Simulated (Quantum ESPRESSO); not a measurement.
Crystal: MoSe3.

```
CELL_PARAMETERS angstrom
3.69728 0.00000 0.00000
0.00000 3.69728 0.00000
0.00000 0.00000 9.66743
ATOMIC_POSITIONS crystal
Mo 0.00000 0.00000 0.00000
Se 0.50000 0.50000 0.76217
Se 0.00000 0.00000 0.50000
Se 0.50000 0.50000 0.23783
```

The cell was built by a generator and needn't be a form met in nature.

```yaml
Program: Quantum ESPRESSO 7.5
Task: phonons
Functional: PBE
Potentials_or_basis: PseudoDojo 0.4.1 SR PBE standard
Cutoff: 1170 eV
Density_cutoff: 4680 eV
k_mesh: 4 × 4 × 2, shifted
Occupations: fermi-dirac, width 0.05 eV
Spin: no spin polarisation
Mixing_beta: 0.5
Most_SCF_iterations: 120
SCF_threshold: 8e-10 Ry
```

The atoms were relaxed first, and the response was taken there.

```cif
data_structure
_symmetry_space_group_name_H-M 'P 1'
_symmetry_Int_Tables_number 1
_cell_length_a 3.6973
_cell_length_b 3.6973
_cell_length_c 9.6674
_cell_angle_alpha 90.000
_cell_angle_beta 90.000
_cell_angle_gamma 90.000
_cell_volume 132.15
loop_
_atom_site_label
_atom_site_type_symbol
_atom_site_fract_x
_atom_site_fract_y
_atom_site_fract_z
_atom_site_occupancy
Mo1 Mo 0.00000 0.00000 0.00000 1
Se1 Se 0.50000 0.50000 0.86306 1
Se2 Se 0.00000 0.00000 0.50000 1
Se3 Se 0.50000 0.50000 0.13694 1
```

Which optical modes does the crystal have at the zone centre, and which show in infrared and Raman spectra?

The optical modes are 2Eu + Eg + 2A2u + A1g. Infrared active: 2Eu + 2A2u. Raman active: Eg + A1g.

Optical modes at Γ, degenerate ones joined:
| cm⁻¹ | components | symmetry | active in |
| --- | --- | --- | --- |
| 104i | 2 | Eu | IR |
| 71i | 2 | Eg | Raman |
| 45i | 1 | A2u | IR |
| 32i | 2 | Eu | IR |
| 118 | 1 | A2u | IR |
| 153 | 1 | A1g | Raman |

Caveat: the k mesh is coarse (spacing up to 0.42 Å⁻¹), so the values aren't converged; the mesh is thin for the phonons of a metal; some modes are imaginary; the cell is more than 3 GPa from zero pressure, which shifts response properties.
